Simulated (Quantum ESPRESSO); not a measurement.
# Si3S: zone-centre phonons under several settings

```xyz
4
Lattice="-2.5255 2.5255 2.5255 2.5255 -2.5255 2.5255 2.5255 2.5255 -2.5255" Properties=species:S:1:pos:R:3 pbc="T T T"
Si    2.5255    0.0000    0.0000
Si    0.0000    2.5255    0.0000
Si    0.0000    0.0000    2.5255
S     0.0000    0.0000    0.0000
```

The cell was built by a generator and needn't be a form met in nature.

All runs used Quantum ESPRESSO 7.5; potentials SPMS 1.0 PBE; k mesh 6 × 6 × 6, shifted; relaxed cell; no spin polarisation; cutoff 639 eV; occupations fermi-dirac, width 0.05 eV.

```tsv
level	volume (Å³/atom)	lowest optical mode without the field (cm⁻¹)	highest optical mode without the field (cm⁻¹)
PBE	15.99	149i	327
PBE+D2	15.70	107i	350
PBE+D3(BJ)	15.39	102i	361
rPW86PBE+rVV10	16.60	192i	277
rev-vdW-DF2	?	?	?
```

What stands in the row left open?

Volume 16.11 Å³/atom; lowest optical mode without the field 143i cm⁻¹; highest optical mode without the field 320 cm⁻¹.

Values marked i are imaginary: the cell is unstable against those modes at that level, or the meshes are too thin.

Caveats: the mesh is thin for the phonons of a metal; some modes are imaginary; pairwise dispersion overbinds metals, which lowers pressure and volume (some runs); the potentials were made for another functional, which shifts forces and pressure (some runs).

For the row left open. Caveat: the k mesh is coarse; the mesh is thin for the phonons of a metal; the potentials were made for another functional, which shifts forces and pressure; some modes are imaginary.
